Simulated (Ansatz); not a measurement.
**AlClFHO: ionisation energy by level of theory**

An exercise on one series of results from a longer session: the logs are not shown, and one member is left open.

Program: Ansatz 0.2.0, Gaussian basis. Level of theory: unrestricted cation, the program's frozen cores in correlated methods. These are calculated values, not measurements.

Levels to be run: UKS PBE-D4/def2-TZVPP; UKS r2SCAN-D4/def2-TZVPP; UKS PBE0-D4/def2-TZVPP; UKS B3LYP-D4/def2-TZVPP; UKS wB97X-V/def2-TZVPP; UKS wB97M-V/def2-TZVPP; UKS B2PLYP/def2-TZVPP; UHF-CCSD(T)/def2-TZVPP; UHF-CCSD(T)/def2-QZVPP; extrapolation to the limit; then −ε(HOMO) from the neutral's earlier runs with LDA (SPW92), PBE-D4, revPBE-D4, BLYP-D4, r2SCAN-D4, B97M-V, PBE0-D4, B3LYP-D4, r2SCANh-D4, r2SCAN0-D4, HSE06-D4, BHLYP-D4, CAM-B3LYP-D4, LC-ωPBE, ωB97X-V, ωB97M-V.

### The relaxed structure

All runs share one geometry, relaxed beforehand with PBE0-D4 in a triple-zeta def2 set.

SMILES `[OH][Al]([F])[Cl]`, 5 atoms, charge 0, spin multiplicity 1.

Atoms are counted from 1 here; the program's logs count them from 0.

Bond lengths: O1–Al2 1.675 Å, O1–H5 0.956 Å, Al2–F3 1.634 Å, Al2–Cl4 2.076 Å. Angles: Al2–O1–H5 123.4°, O1–Al2–F3 118.3°, O1–Al2–Cl4 122.8°, F3–Al2–Cl4 118.8°.

The first run:

File in.yaml:

```yaml
crystal:
  periodic: [false, false, false]
  atoms:
    - {symbol: O, position_ang: [0.455928, 1.205124, -0.026628]}
    - {symbol: Al, position_ang: [-0.053391, -0.362236, 0.275045]}
    - {symbol: F, position_ang: [0.081654, -0.942460, 1.796659]}
    - {symbol: Cl, position_ang: [-0.845260, -1.591143, -1.198745]}
    - {symbol: H, position_ang: [0.410968, 1.617015, -0.887831]}
basis:
  gaussian: {orbitals: def2-TZVPP}
total_charge: 1
magnetization: {spin_polarized: true, initial_magnetization: 1}
hamiltonian: {xc: pbe, dispersion: d4}
```

Launch:

```console
$ ansatz run in.yaml --threads 2 --pin off --events-out ev --progress --plain --max-ram 31744MiB --backend cpu
```

Steps of the session up to this table: Cation, UKS PBE-D4/def2-TZVPP; Cation, UKS r2SCAN-D4/def2-TZVPP; Cation, UKS PBE0-D4/def2-TZVPP; Cation, UKS B3LYP-D4/def2-TZVPP; Cation, UKS wB97X-V/def2-TZVPP; Cation, UKS wB97M-V/def2-TZVPP; Cation, UKS B2PLYP (frozen core)/def2-TZVPP; Cation, UHF-CCSD(T)/def2-TZVPP; Cation, UHF-CCSD(T)/def2-QZVPP.

One of the session's tables, all rows but one given; the rest of the session is left out.

It belongs to the step «Ionisation energies side by side». Orbital estimates, from the neutral's runs:

```
  functional  −ε(HOMO) (eV)
 LDA (SPW92)           8.23
      PBE-D4           8.05
   revPBE-D4           7.98
     BLYP-D4           7.89
   r2SCAN-D4           8.43
      B97M-V           8.50
     PBE0-D4           9.57
    B3LYP-D4           9.27
  r2SCANh-D4           8.99
  r2SCAN0-D4           9.83
    HSE06-D4              ?
    BHLYP-D4          10.91
CAM-B3LYP-D4          10.98
     LC-ωPBE          12.43
     ωB97X-V          12.03
     ωB97M-V          11.87
```

Q: Estimate the row for HSE06-D4 from the others.

As computed: −ε(HOMO) (eV): 9.16. In the column «−ε(HOMO) (eV)» it lies between r2SCANh-D4 (8.99) and B3LYP-D4 (9.27).
